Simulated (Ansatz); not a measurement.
# ZnSnN2: how the settings move a single-point run

Question: which choices in the input matter for ZnSnN2? The cell is built on a prototype (ordering on rocksalt) and needn't be the phase found in nature.

Computed with Ansatz 0.2.0 (reference: DFT, PBEsol, plane waves, PAW, unless a step's input says otherwise).

3 further runs of the same task are left out: 3 for a known fault of the program.

## (1) Starting point

It takes space group P4/mmm (No. 123, tetragonal). The conventional cell has a = 3.207 Å, b = 3.207 Å, c = 4.314 Å, α = 90.00°, β = 90.00°, γ = 90.00°. Zn (site symmetry 4/mmm) is surrounded by 6 N at 2.16 to 2.27 Å. Around N (site symmetry 4/mmm) lie 2 Zn at 2.16 Å and 4 Sn at 2.27 Å. Sn (site symmetry 4/mmm) is surrounded by 6 N at 2.16 to 2.27 Å. Around N (site symmetry 4/mmm) lie 2 Sn at 2.16 Å and 4 Zn at 2.27 Å.

Coordinates:

```cif
data_structure
_symmetry_space_group_name_H-M 'P4/mmm'
_symmetry_Int_Tables_number 123
_cell_length_a 3.2066
_cell_length_b 3.2066
_cell_length_c 4.3142
_cell_angle_alpha 90.000
_cell_angle_beta 90.000
_cell_angle_gamma 90.000
_cell_volume 44.36
loop_
_atom_site_label
_atom_site_type_symbol
_atom_site_symmetry_multiplicity
_atom_site_Wyckoff_symbol
_atom_site_fract_x
_atom_site_fract_y
_atom_site_fract_z
_atom_site_occupancy
Zn1 Zn 1 a 0.00000 0.00000 0.00000 1
N1 N 1 b 0.00000 0.00000 0.50000 1
Sn1 Sn 1 d 0.50000 0.50000 0.50000 1
N2 N 1 c 0.50000 0.50000 0.00000 1
```

## (2) Reference

Input file input.yaml:

```yaml
crystal:
  lattice:
    - [3.2065606148, 0.0, 0.0]
    - [0.0, 3.2065606148, 0.0]
    - [0.0, 0.0, 4.3142270821]
  atoms:
    - { symbol: Zn, position: [0.0, 0.0, 0.0] }
    - { symbol: "N", position: [0.0, 0.0, 0.5] }
    - { symbol: Sn, position: [0.5, 0.5, 0.5] }
    - { symbol: "N", position: [0.5, 0.5, 0.0] }
kpoints:
  mp_grid: { grid: [6, 6, 4] }
hamiltonian:
  xc: pbesol
scf:
  occupations: { method: fermi_dirac, width: 0.02 }
  n_extra_bands: 5
output:
  forces: true
  stress: true
  eigenvalues: true
```

Command:

```
ansatz run input.yaml --threads 4 --pin off --max-ram 3686MiB --backend cpu --events-out ev --progress --plain --runs-dir out
```

## (3) Variant: occupations.method methfessel_paxton, occupations.width 0.2

Changes to input.yaml since step 2:

```diff
@@ -15,3 +15,3 @@
 scf:
-  occupations: { method: fermi_dirac, width: 0.02 }
+  occupations: { method: methfessel_paxton, width: 0.2 }
   n_extra_bands: 5
```

## (4) Changed: ecutwfc 250

Changes to input.yaml since step 2:

```diff
@@ -21 +21,3 @@
   eigenvalues: true
+basis:
+  ecutwfc: 250
```

## (5) Changed: mixing.ndim 2

Changes to input.yaml since step 2:

```diff
@@ -17,2 +17,4 @@
   n_extra_bands: 5
+  mixing: { ndim: 2 }
+  max_iter: 77
 output:
```

## (6) A run with other settings

Changes to input.yaml since step 2:

```diff
@@ -17,2 +17,3 @@
   n_extra_bands: 5
+  max_iter: 82
 output:
@@ -21 +22,4 @@
   eigenvalues: true
+magnetization:
+  spin_polarized: true
+  initial_magnetization: 6.0
```

## (8) Variant: mp_grid.grid [4, 4, 4]

Changes to input.yaml since step 2:

```diff
@@ -11,3 +11,3 @@
 kpoints:
-  mp_grid: { grid: [6, 6, 4] }
+  mp_grid: { grid: [4, 4, 4] }
 hamiltonian:
```

## (9) Changed: occupations.method gaussian, occupations.width 0.5

Changes to input.yaml since step 2:

```diff
@@ -15,3 +15,3 @@
 scf:
-  occupations: { method: fermi_dirac, width: 0.02 }
+  occupations: { method: gaussian, width: 0.5 }
   n_extra_bands: 5
```

(Steps that only read results are left out.)

What does the calculation give? Wanted: for each run, ending; energy change; pressure; gap; force.

The runs gave:

| run | ending | energy change | pressure (GPa) | gap (eV) | force (eV/Å) | cycles | time |
| --- | --- | --- | --- | --- | --- | --- | --- |
| reference | converged | 0 | 0.0 | 0.00 | 0.00 | 7 | 1.4 s |
| 1: occupations.method methfessel_paxton, occupations.width 0.2 | converged | -0.5 meV/atom (σ→0) | 0.0 | 0.00 | 0.00 | 8 | 1.2 s |
| 2: ecutwfc 250 | converged | +890.4 meV/atom | 0.1 | 0.00 | 0.00 | 8 | 0.84 s |
| 3: mixing.ndim 2 | converged | 0.0 meV/atom | 0.0 | 0.00 | 0.00 | 12 | 1.6 s |
| 4: spin_polarized true, initial_magnetization 6.0 | converged | 0.0 meV/atom | 0.0 | 0.00 | 0.00 | 22 | 4.7 s |
| 5: mp_grid.grid [4, 4, 4] | converged | +6.2 meV/atom | -0.8 | 0.00 | 0.00 | 8 | 1.1 s |
| 6: occupations.method gaussian, occupations.width 0.5 | converged | -2.2 meV/atom (σ→0) | 0.4 | 0.00 | 0.00 | 8 | 1.2 s |

Residual by cycle in the longest SCF loop of each run; runs are numbered as in the table. The quantity is the density residual dr2, in eV.

| cycle | reference | run 1 | run 2 | run 3 | run 4 | run 5 | run 6 |
| --- | --- | --- | --- | --- | --- | --- | --- |
| 1 | 0.0848 | 0.0801 | 0.446 | 0.0848 | 0.181 | 0.0511 | 0.088 |
| 3 | 5.2e-4 | 0.00102 | 0.0024 | 7.6e-4 | 0.307 | 8.1e-4 | 0.00116 |
| 5 | 2.0e-6 | 1.9e-5 | 3.6e-5 | 1.0e-4 | 0.0362 | 1.1e-4 | 1.5e-5 |
| 7 | 2.8e-9 | 4.5e-7 | 1.4e-7 | 1.3e-5 | 6.1e-4 | 7.2e-7 | 2.4e-7 |
| 9 | - | - | - | 1.7e-6 | 2.5e-5 | - | - |
| 11 | - | - | - | 1.2e-7 | 0.00225 | - | - |
| 12 | - | - | - | 4.5e-8 | 7.8e-4 | - | - |
| 14 | - | - | - | - | 1.1e-5 | - | - |
| 16 | - | - | - | - | 4.4e-6 | - | - |
| 18 | - | - | - | - | 9.0e-9 | - | - |
| 20 | - | - | - | - | 1.3e-8 | - | - |
| 22 | - | - | - | - | 2.6e-10 | - | - |

Semilocal functionals close small gaps, so the missing gap need not be the real solid's. Run 2 ran under the cutoff that the potentials recommend, as the log warns, so basis error is mixed into its values, and swamps them where the cutoff is far short. Of the variants the dearest is «spin_polarized true, initial_magnetization 6.0» (4.7 s), the cheapest «ecutwfc 250» (0.84 s), on a shared host.
